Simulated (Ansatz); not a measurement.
# NaNiO2: the cost of one run

Method: DFT r2SCAN, scalar-relativistic, plane waves, PAW, in Ansatz 0.2.0.

## Step 1: Starting point

Symmetry: R-3m, No. 166, trigonal system. Conventional cell: a = 2.945 Å, b = 2.945 Å, c = 15.519 Å, α = 90.00°, β = 90.00°, γ = 120.00°. Na (site symmetry -3m) is surrounded by 6 O at 2.33 Å. Ni (site symmetry -3m) has 6 O at 1.97 Å as nearest neighbours. Around O (site symmetry 3m) lie 3 Ni at 1.97 Å and 3 Na at 2.33 Å.

Structure file:

```
CELL_PARAMETERS angstrom
1.47259 0.85020 5.17285
-1.47259 0.85020 5.17285
0.00000 -1.70040 5.17285
ATOMIC_POSITIONS crystal
Na 0.50000 0.50000 0.50000
Ni 0.00000 0.00000 0.00000
O 0.26897 0.26897 0.26897
O 0.73103 0.73103 0.73103
```

Source of the structure: the Materials Project (structure only).

(A quick probe on a coarse mesh, which set the mesh and smearing, is not shown.)

## Step 3: Relaxing cell and atoms

Input file input.yaml:

```yaml
crystal:
  lattice:
    - [1.4725919176, 0.85020134, 5.1728483878]
    - [-1.4725919176, 0.85020134, 5.1728483878]
    - [0.0, -1.70040268, 5.1728483878]
  atoms:
    - { symbol: Na, position: [0.5, 0.5, 0.5] }
    - { symbol: Ni, position: [0.0, 0.0, 0.0], spin: 1.05 }
    - { symbol: O, position: [0.26896567, 0.26896567, 0.26896567] }
    - { symbol: O, position: [0.73103433, 0.73103433, 0.73103433] }
basis:
  ecutwfc: 500
kpoints:
  mp_grid: { grid: [18, 18, 18] }
hamiltonian:
  xc: r2scan
scf:
  occupations: { method: gaussian, width: 0.1 }
output:
  forces: true
  stress: true
  eigenvalues: true
  populations: true
magnetization:
  spin_polarized: true
relax:
  adjacent_minimum: "off"
  f_tol: 0.005
  max_steps: 80
  cell: { stress_tol: 0.05 }
```

Command:

```console
ansatz run input.yaml --threads 1 --pin off --max-ram 2560MiB --backend cpu --events-out ev --progress --plain --runs-dir out
```

Q: Estimate wall time and peak memory on 1 thread of an x86-64 CPU, shared host.

About 4.9 min, with a peak of 1.3 GiB.
